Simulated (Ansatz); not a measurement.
Run this with the Ansatz DFT code, driven from Python and show what comes out.

The script reads `clge2h6n.xyz`:
```text
10

N    -0.41990    0.82820   -1.63740
Ge    0.69730    0.29080   -0.31920
Cl    2.21480   -0.93550   -1.21570
Ge   -0.43540   -0.97830    1.29540
H     0.08840    1.47400   -2.30960
H    -1.17100    1.50530   -1.18440
H     1.37320    1.52350    0.37750
H    -1.11210   -2.20010    0.59750
H    -1.61660   -0.09180    1.96810
H     0.46440   -1.46730    2.43070
```

`run_energy.py`:
```python
# -*- coding: utf-8 -*-
"""Single point of ClGe2H6N in a Gaussian basis."""

import argparse

import ansatz as az
import numpy as np
import pandas as pd

parser = argparse.ArgumentParser(description="Single point of ClGe2H6N in a Gaussian basis.")
parser.add_argument("--basis-set", default="def2-SVP", help="Gaussian basis set")
parser.add_argument("--functional", default="pbe0", help="exchange-correlation functional")
args = parser.parse_args()

clge2h6n = az.Crystal.molecule_from_extxyz("clge2h6n.xyz")

calculation = clge2h6n.calculation().basis(gaussian=args.basis_set).functional(args.functional).forces()
print(calculation.to_yaml())
out = calculation.run(threads=1)
r = out.report

print("reference energy %16.6f eV" % r["reference_energy_ev"])
print("total energy     %16.6f eV" % r["free_energy_ev"])
print("occupied orbitals outside the frozen core (up, down):", r["n_occupied"], " frozen:", r["n_frozen"], " virtual:", r["n_virtual"])

symbols = [site.symbol for site in clge2h6n.cartesian_sites]
forces = np.array(r["forces_ev_ang"])
print("largest force", round(float(np.linalg.norm(forces, axis=1).max()), 4), "eV/A, rms", round(float(np.sqrt((forces ** 2).mean())), 4))

charges = r["charge_distribution"]
table = pd.DataFrame({"atom": symbols, "mulliken": charges["mulliken_charges_e"], "lowdin": charges["lowdin_charges_e"]})
print(table.round(3).to_string())
print("dipole (e A):", np.round(charges["dipole_moment_e_ang"], 4) + 0.0)
```

```console
$ python run_energy.py
crystal:
  periodic: [false, false, false]
  atoms:
    - { symbol: "N", position_ang: [-0.4199, 0.8282, -1.6374] }
    - { symbol: Ge, position_ang: [0.6973, 0.2908, -0.3192] }
    - { symbol: Cl, position_ang: [2.2148, -0.9355, -1.2157] }
    - { symbol: Ge, position_ang: [-0.4354, -0.9783, 1.2954] }
    - { symbol: H, position_ang: [0.0884, 1.474, -2.3096] }
    - { symbol: H, position_ang: [-1.171, 1.5053, -1.1844] }
    - { symbol: H, position_ang: [1.3732, 1.5235, 0.3775] }
    - { symbol: H, position_ang: [-1.1121, -2.2001, 0.5975] }
    - { symbol: H, position_ang: [-1.6166, -0.0918, 1.9681] }
    - { symbol: H, position_ang: [0.4644, -1.4673, 2.4307] }
basis:
  gaussian:
    orbitals: def2-SVP
hamiltonian:
  xc: pbe0
output:
  forces: true

reference energy   -127108.717189 eV
total energy       -127108.717189 eV
occupied orbitals outside the frozen core (up, down): [47, 47]  frozen: 0  virtual: [79, 79]
largest force 3.5043 eV/A, rms 0.9883
  atom  mulliken  lowdin
0    N    -0.409   0.009
1   Ge     0.487  -0.223
2   Cl    -0.271   0.152
3   Ge     0.106   0.098
4    H     0.148   0.038
5    H     0.153   0.072
6    H    -0.094  -0.060
7    H    -0.032  -0.025
8    H    -0.053  -0.029
9    H    -0.035  -0.032
dipole (e A): [-0.2142  0.4461  0.1323]
```

What to keep in mind:
- Total energies depend on the basis set; only differences at equal settings carry meaning.
- The geometry is a force-field or estimated start, not a minimum of this method, and the basis set is short of its limit.
- The Löwdin charges here are taken after orthogonalising the functions within each atom; they differ from plain Löwdin charges, and their signs can be unphysical.
- Wall time of the script: 8.6 s on 1 thread of Arm Neoverse V1, on a shared host, peak memory 0.44 GiB.
